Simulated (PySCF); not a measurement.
**SbCl: bond curves at several levels of theory**

Aim: find the lowest electronic state of SbCl, scan its bond at several levels of theory, and get bond length, wavenumber and dissociation energy from each curve.

Method: Sb def2-SVPD with ECP28, Cl def2-SVPD, scalar-relativistic core potentials; program: PySCF 2.14.0.

1 further run of the same task is left out (it didn't finish).

## (1) The job

The job is set up so:

- atoms: Sb, Cl
- charge: 0
- basis: Sb def2-SVPD with ECP28, Cl def2-SVPD
- Hamiltonian: scalar-relativistic core potentials
- basis functions: 59
- electrons treated: 40
- masses in u: 120.9038, 34.9689
- levels: PBE0, PBE, r²SCAN, B3LYP, PBEsol, M06, HF, MP2, SCS-MP2
- grid: 80 radial by 434 angular points
- occupations: held fixed by the projection of orbital angular momentum
- dissociation limit: Sb + Cl, each in its ground configuration
- starting distance in angstrom: 2.335
- values of 2S to try: 0, 2, 4

Further steps of the session: First curve: PBE0; Higher solutions at PBE0; PBE (GGA); r²SCAN; B3LYP; PBEsol (GGA); M06; UHF.

Q: Predict the outcome of this session. Wanted: for each run, Re; ωe; De; μ.

The runs gave:

Lowest PBE0 solution found, without spin–orbit coupling: ³Σ⁻ (triplet), unpaired electrons π ↑↑. State 2 has its PBE0 minimum 0.32 eV higher, as a spin-mixed determinant (⟨S²⟩ = 1.01), so this is no gap between pure states. State 3 has its PBE0 minimum 1.24 eV higher. The other levels ran on the lowest alone.

```tsv
level	Re (Å)	ωe (cm⁻¹)	De (eV)	μ (D)
UHF	2.402	363	1.68	-2.93
UHF-MP2	2.406	358	2.70	n/a
UHF-SCS-MP2	2.413	353	2.63	n/a
PBE	2.407	350	3.32	-2.30
PBEsol	2.386	362	3.54	-2.17
r²SCAN	2.390	362	3.17	-2.33
B3LYP	2.409	350	3.09	-2.51
PBE0	2.385	365	3.11	-2.44
M06	2.392	363	3.50	-2.52
```

De is counted to Sb + Cl in their ground configurations. A positive dipole means Sb(−)Cl(+).

What this shows: The methods spread over 0.028 Å in bond length, from PBE0 to UHF-SCS-MP2. Of the levels with a De here, UHF gives the least (1.68 eV) and PBEsol the most (3.54 eV).

Correlated steps freeze 9 core orbitals. Spin–orbit coupling is left out, which matters for elements this heavy, above all for dissociation energies. With spin–orbit coupling the term label itself may not hold.
